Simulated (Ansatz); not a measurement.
# CH₅AgO: ionisation energy by level of theory

One table from this session's results is given with a row withheld; the runs are named, their logs left out.

Computed with Ansatz 0.2.0, Gaussian basis. Level: unrestricted cation, the program's frozen cores in correlated methods.

Levels to be run: UKS PBE-D4/def2-TZVPP; UKS r2SCAN-D4/def2-TZVPP; UKS PBE0-D4/def2-TZVPP; UKS B3LYP-D4/def2-TZVPP; UKS wB97X-V/def2-TZVPP; UKS wB97M-V/def2-TZVPP; UKS B2PLYP/def2-TZVPP; UHF-CCSD(T)/def2-TZVPP; UHF-MP2/def2-QZVPP; extrapolation to the limit; then −ε(HOMO) from the neutral's earlier runs with LDA (SPW92), PBE-D4, revPBE-D4, BLYP-D4, r2SCAN-D4, B97M-V, PBE0-D4, B3LYP-D4, r2SCANh-D4, r2SCAN0-D4, HSE06-D4, BHLYP-D4, CAM-B3LYP-D4, LC-ωPBE, ωB97X-V, ωB97M-V.

## The geometry

The geometry comes from an earlier relaxation with PBE0-D4 in a triple-zeta def2 set; it is a stationary point, not always the lowest conformer. Ag takes the def2 core potential; no spin-orbit term is included.

SMILES `[CH3][Ag-][OH2+]`, 8 atoms, charge 0, spin multiplicity 1.

Atoms are counted from 1 here; the program's logs count them from 0.

Bond lengths: C1–Ag2 2.062 Å, C1–H4 1.092 Å, C1–H5 1.091 Å, C1–H6 1.092 Å, Ag2–O3 2.270 Å, O3–H7 0.962 Å, O3–H8 0.962 Å. Angles: Ag2–C1–H4 109.6°, Ag2–C1–H5 109.9°, Ag2–C1–H6 109.5°, H4–C1–H5 109.2°, H4–C1–H6 109.2°, H5–C1–H6 109.3°, C1–Ag2–O3 179.3°, Ag2–O3–H7 112.6°, Ag2–O3–H8 112.6°, H7–O3–H8 106.4°.

Coordinates:

```
C    -0.9827    1.4954   -0.4248
Ag    0.1820   -0.1070    0.1472
O     1.4514   -1.8869    0.7576
H    -0.4518    2.0855   -1.1740
H    -1.9236    1.1394   -0.8479
H    -1.1922    2.1217    0.4443
H     0.9223   -2.6304    1.0614
H     1.9947   -2.2177    0.0362
```

Set-up of the first run:

File in.yaml:

```yaml
crystal:
  periodic: [false, false, false]
  atoms:
    - {symbol: C, position_ang: [-0.982742, 1.495414, -0.424751]}
    - {symbol: Ag, position_ang: [0.182025, -0.107035, 0.147163]}
    - {symbol: O, position_ang: [1.451355, -1.886891, 0.757562]}
    - {symbol: H, position_ang: [-0.451771, 2.085495, -1.173966]}
    - {symbol: H, position_ang: [-1.923633, 1.139363, -0.847873]}
    - {symbol: H, position_ang: [-1.192192, 2.121743, 0.444337]}
    - {symbol: H, position_ang: [0.922278, -2.630406, 1.061362]}
    - {symbol: H, position_ang: [1.994670, -2.217673, 0.036165]}
basis:
  gaussian: {orbitals: def2-TZVPP}
total_charge: 1
magnetization: {spin_polarized: true, initial_magnetization: 1}
hamiltonian: {xc: pbe, dispersion: d4}
```

Launch:

```bash
> ansatz run in.yaml --threads 2 --pin off --events-out ev --progress --plain --max-ram 32768MiB --backend cpu
```

Among the steps run: Cation, UKS PBE-D4/def2-TZVPP; Cation, UKS r2SCAN-D4/def2-TZVPP; Cation, UKS PBE0-D4/def2-TZVPP; Cation, UKS B3LYP-D4/def2-TZVPP; Cation, UKS wB97X-V/def2-TZVPP; Cation, UKS wB97M-V/def2-TZVPP; Cation, UKS B2PLYP (frozen core)/def2-TZVPP; Cation, UHF-CCSD(T)/def2-TZVPP; Cation, UHF-MP2/def2-QZVPP.

One of the session's tables, all rows but one given; the rest of the session is left out.

It belongs to the step «Ionisation energies side by side». For comparison, −ε(HOMO) of the neutral from earlier runs:

| functional | −ε(HOMO) (eV) |
| --- | --- |
| LDA (SPW92) | 5.10 |
| PBE-D4 | 4.81 |
| revPBE-D4 | 4.71 |
| BLYP-D4 | 4.74 |
| r2SCAN-D4 | 4.90 |
| B97M-V | 4.83 |
| PBE0-D4 | 5.69 |
| B3LYP-D4 | 5.59 |
| r2SCANh-D4 | 5.26 |
| r2SCAN0-D4 | 5.79 |
| HSE06-D4 | 5.29 |
| BHLYP-D4 | ? |
| CAM-B3LYP-D4 | 6.97 |
| LC-ωPBE | 8.12 |
| ωB97X-V | 7.83 |
| ωB97M-V | 7.80 |

Q: Estimate the row for BHLYP-D4 from the others.

Worked estimate for «−ε(HOMO) (eV)». Against the share of exact exchange, BLYP-D4 (0, 4.74), B3LYP-D4 (0.2, 5.59) give a slope of 4.25 per unit share; at 0.5 the line stands at 6.86.

As computed: −ε(HOMO) (eV): 6.51. In «−ε(HOMO) (eV)» the line misses by +0.35.
